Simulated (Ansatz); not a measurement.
# Cd4Te3Se: the cost of one run

Program: Ansatz 0.2.0. Level of theory: DFT PBEsol, scalar-relativistic, plane waves, PAW. These are calculated values, not measurements.

That is the level of the relaxation; later steps name their own.

### Step 1. Starting point

The structure is orthorhombic, space group Amm2 (No. 38). The conventional cell has a = 4.485 Å, b = 8.970 Å, c = 12.685 Å, α = 90.00°, β = 90.00°, γ = 90.00°. Cd (site symmetry m) has 1 Se at 2.75 Å and 3 Te at 2.75 Å as nearest neighbours. Cd (site symmetry mm2) is surrounded by 4 Te at 2.75 Å. Around Cd (site symmetry mm2) lie 2 Se at 2.75 Å and 2 Te at 2.75 Å. Se (site symmetry mm2) has 4 Cd at 2.75 Å as nearest neighbours. Te (site symmetry m) has 4 Cd at 2.75 Å as nearest neighbours. Te (site symmetry mm2) is surrounded by 4 Cd at 2.75 Å.

Coordinates:

```
CELL_PARAMETERS angstrom
-6.34264 6.34264 0.00000
-6.34264 0.00000 6.34264
0.00000 6.34264 6.34264
ATOMIC_POSITIONS crystal
Cd 0.00000 0.00000 0.00000
Cd 0.50000 0.00000 0.00000
Cd 0.00000 0.50000 0.00000
Cd 0.00000 0.00000 0.50000
Cd 0.50000 0.50000 0.00000
Cd 0.50000 0.00000 0.50000
Cd 0.00000 0.50000 0.50000
Cd 0.50000 0.50000 0.50000
Se 0.87500 0.87500 0.37500
Se 0.37500 0.87500 0.37500
Te 0.87500 0.37500 0.37500
Te 0.87500 0.87500 0.87500
Te 0.37500 0.37500 0.37500
Te 0.37500 0.87500 0.87500
Te 0.87500 0.37500 0.87500
Te 0.37500 0.37500 0.87500
```

(A quick probe on a coarse mesh, which set the mesh and smearing, is not shown.)

### Step 3. Coarse relaxation

input.yaml

```yaml
crystal:
  lattice:
    - [-6.3426356, 6.3426356, 0.0]
    - [-6.3426356, 0.0, 6.3426356]
    - [0.0, 6.3426356, 6.3426356]
  atoms:
    - { symbol: Cd, position: [0.0, 0.0, 0.0] }
    - { symbol: Cd, position: [0.5, 0.0, 0.0] }
    - { symbol: Cd, position: [0.0, 0.5, 0.0] }
    - { symbol: Cd, position: [0.0, 0.0, 0.5] }
    - { symbol: Cd, position: [0.5, 0.5, 0.0] }
    - { symbol: Cd, position: [0.5, 0.0, 0.5] }
    - { symbol: Cd, position: [0.0, 0.5, 0.5] }
    - { symbol: Cd, position: [0.5, 0.5, 0.5] }
    - { symbol: Se, position: [0.875, 0.875, 0.375] }
    - { symbol: Se, position: [0.375, 0.875, 0.375] }
    - { symbol: Te, position: [0.875, 0.375, 0.375] }
    - { symbol: Te, position: [0.875, 0.875, 0.875] }
    - { symbol: Te, position: [0.375, 0.375, 0.375] }
    - { symbol: Te, position: [0.375, 0.875, 0.875] }
    - { symbol: Te, position: [0.875, 0.375, 0.875] }
    - { symbol: Te, position: [0.375, 0.375, 0.875] }
basis:
  ecutwfc: 420
kpoints:
  mp_grid: { grid: [4, 4, 4] }
hamiltonian:
  xc: pbesol
scf:
  occupations: { method: gaussian, width: 0.1 }
output:
  forces: true
  stress: true
  eigenvalues: true
relax:
  adjacent_minimum: "off"
  f_tol: 0.05
  max_steps: 80
  cell: { stress_tol: 0.5 }
```

Command:

```bash
> ansatz run input.yaml --threads 4 --pin off --max-ram 10240MiB --backend cpu --events-out ev --progress --plain --runs-dir out
```

**Question.** How long does this run take on 4 threads of Arm Neoverse N1, shared host, and how much memory does it need?

About 7.3 min, with a peak of 2.7 GiB.
